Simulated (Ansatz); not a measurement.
# BGeHF+ (triplet): the correlation ladder, cc-pVDZ

The task here is to estimate one member of a computed series from the others.

Program: Ansatz 0.2.0, Gaussian basis. Level of theory: cc-pVDZ, core rule «outside noble gas», up to 16 orbitals frozen. These are calculated values, not measurements.

To be run: UHF; CCSD(T) on ROHF; CCSD(T) on UHF; BCCD(T) on ROHF; CISD; CCSDT(Q) on ROHF; CCSDT(Q) on UHF.

24 further runs of the same task are left out: 1 for a mislabelled method, 10 that didn't finish, 13 set aside as unsound or not needed.

### The geometry

The geometry is a PBE0/def2-TZVP stationary point (not a proven minimum) of the parent state, kept for this charge and spin. No spin-orbit coupling is included. The filled d shell of Ge may be among the frozen orbitals whatever the setting's name suggests; the logs give the count.

4 atoms, charge 1, spin multiplicity 3.

Atoms are counted from 1 here; the program's logs count them from 0.

Bond lengths: F1–B2 1.300 Å, B2–Ge3 1.934 Å, B2–H4 1.371 Å, Ge3–H4 1.864 Å. Angles: F1–B2–Ge3 176.3°, F1–B2–H4 117.6°, Ge3–B2–H4 66.2°, B2–Ge3–H4 42.3°, B2–H4–Ge3 71.6°.

The first run:

Input file in.yaml:

```yaml
crystal:
  periodic: [false, false, false]
  atoms:
    - {symbol: F, position_ang: [0.000012, -0.353366, 1.600203]}
    - {symbol: B, position_ang: [-0.000026, -0.288012, 0.301824]}
    - {symbol: Ge, position_ang: [0.000005, -0.316084, -1.631542]}
    - {symbol: H, position_ang: [0.000009, 0.957462, -0.270485]}
basis:
  gaussian: {orbitals: cc-pVDZ}
total_charge: 1
magnetization: {spin_polarized: true, initial_magnetization: 2}
hamiltonian: {xc: hf}
output: {orbitals: {seedname: orbitals}}
```

Launch:

```bash
> ansatz run in.yaml --threads 1 --pin off --events-out ev --progress --plain --max-ram 2393MiB
```

Steps of the session up to this table: UHF; CCSD(T) on ROHF; CCSD(T) on UHF; BCCD(T) on ROHF; CISD; CCSDT(Q) on ROHF; CCSDT(Q) on UHF.

One table of the session follows, with a row left open; its other results are not shown here.

It belongs to the step «Misses and costs». 

| method | from UCCSDT(Q) (kJ/mol) |
| --- | --- |
| ROHF | +939.3 |
| UHF | +921.5 |
| RMP2 | +96.7 |
| UMP2 | +99.8 |
| CISD | +115.5 |
| RCCSD | +33.6 |
| UCCSD | +32.7 |
| RCCSD(T) | +6.3 |
| UCCSD(T) | +5.9 |
| BCCD(T) | +5.7 |
| RCCSDT | +2.6 |
| UCCSDT | ? |
| RCCSDT(Q) | +1.1 |
| UCCSDT(Q) | 0 |

Q: Estimate the row for UCCSDT from the others.

The run gave: from UCCSDT(Q) (kJ/mol): +2.1. In the column «from UCCSDT(Q) (kJ/mol)» it lies between RCCSDT(Q) (+1.1) and RCCSDT (+2.6).

Caveats from the session: Restricted and unrestricted rows rest on different reference determinants; where their highest levels disagree by more than a few hundredths of an eV, they describe different states and don't form one ladder.
